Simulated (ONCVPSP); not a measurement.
**An ONCV potential for C, from input to tests**

Do these settings give a usable potential? It is generated, then checked for transferability, scattering, ghosts and hardness.

Method: ONCVPSP 4.0.1, PBEsol, scalar-relativistic.

## 1. The design

The settings as typed:

* element: carbon (C, Z = 6)
* type: optimised norm-conserving Vanderbilt (ONCV)
* frozen core: [He]
* valence charge: 4
* reference configuration: 2s2 (charge +2)
* partial waves: 2s: rc 1.20 bohr, ncon 4, nbas 8, qcut 6.7 1/bohr, 2 projectors, debl 2.8 Ha; p scattering state at 0.36 Ha: rc 1.10 bohr, ncon 4, nbas 7, qcut 7.6 1/bohr, 3 projectors, debl 1.5 Ha; d scattering state at 0.46 Ha: rc 1.10 bohr, ncon 4, nbas 7, qcut 8 1/bohr, 2 projectors, debl 1.1 Ha
* local potential: polynomial inside 0.95 bohr (lpopt 5, dvloc0 -1 Ha)
* core correction: polynomial model core, fcfact 0.25

The outer shells as boxes (Hund's rule for the drawing; the calculation is spin-unpolarised):

```
[He] core
2s [↑↓]
```

## 2. The generation run

C.dat

```
# ATOM AND REFERENCE CONFIGURATION
# atsym  z   nc   nv     iexc    psfile
  C 6.00    1    1  -116133      upf
#
#   n    l    f
    1    0    2.00
    2    0    2.00
#
# PSEUDOPOTENTIAL AND OPTIMIZATION
# lmax
    2
#
#   l,   rc,      ep,       ncon, nbas, qcut
    0    1.20    0.00    4    8    6.70
    1    1.10    0.36    4    7    7.60
    2    1.10    0.46    4    7    8.00
#
# LOCAL POTENTIAL
# lloc, lpopt,  rc(5),   dvloc0
    4    5    0.95   -1.00
#
# VANDERBILT-KLEINMAN-BYLANDER PROJECTORs
# l, nproj, debl
    0    2    2.80
    1    3    1.50
    2    2    1.10
#
# MODEL CORE CHARGE
# icmod, fcfact, rcfact
    1    0.25    0.00
#
# LOG DERIVATIVE ANALYSIS
# epsh1, epsh2, depsh
   -3.00    5.00    0.02
#
# OUTPUT GRID
# rlmax, drl
    6.00    0.01
#
# TEST CONFIGURATIONS
# ncnf
    4
# nvcnf
#   n    l    f
    2
    2    0    2.00
    2    1    2.00
#
    2
    2    0    2.00
    2    1    1.00
#
    1
    2    0    1.00
#
    2
    2    0    2.00
    2    1    1.50
#
```

Started as:

```bash
$ oncvpsp.x < C.dat > C.out
```

Q: Predict the outcome of this session. Wanted: cutoffs for 1 and 0.1 mHa per electron, occupied waves; bound ghosts; GHOST(+) flags; largest test error; largest phase difference near zero energy, channels read; rms error of d²Exc/dn², without and with the model core; projector energies reset by the program.

As calculated:

```
                                                quantity                      value
  cutoffs for 1 and 0.1 mHa per electron, occupied waves            19 Ha and 37 Ha
                                            bound ghosts            p at -245.45 eV
                                          GHOST(+) flags         none at low energy
                            largest test error (AE − PS)       +66 meV, for 2s2 2p2
largest phase difference near zero energy, channels read                  0.000 rad
 rms error of d²Exc/dn², without and with the model core          2.67 and 0.89 mHa
                 projector energies reset by the program  p: 0.050, 1.550, 3.050 Ha
```

In words: It has a bound ghost (p), a state that the atom doesn't have, and that rules the file out. By total energies transferability is fair: the largest error is 66 meV on 34.8 eV, for 2s2 2p2. By its cutoff, 19 Ha for the looser tolerance, it is of middling hardness. That counts occupied waves only; other projectors can need more. Near zero energy the phases of the channels with partial waves agree within 0.001 rad. All of this concerns the isolated atom, not yet a solid.
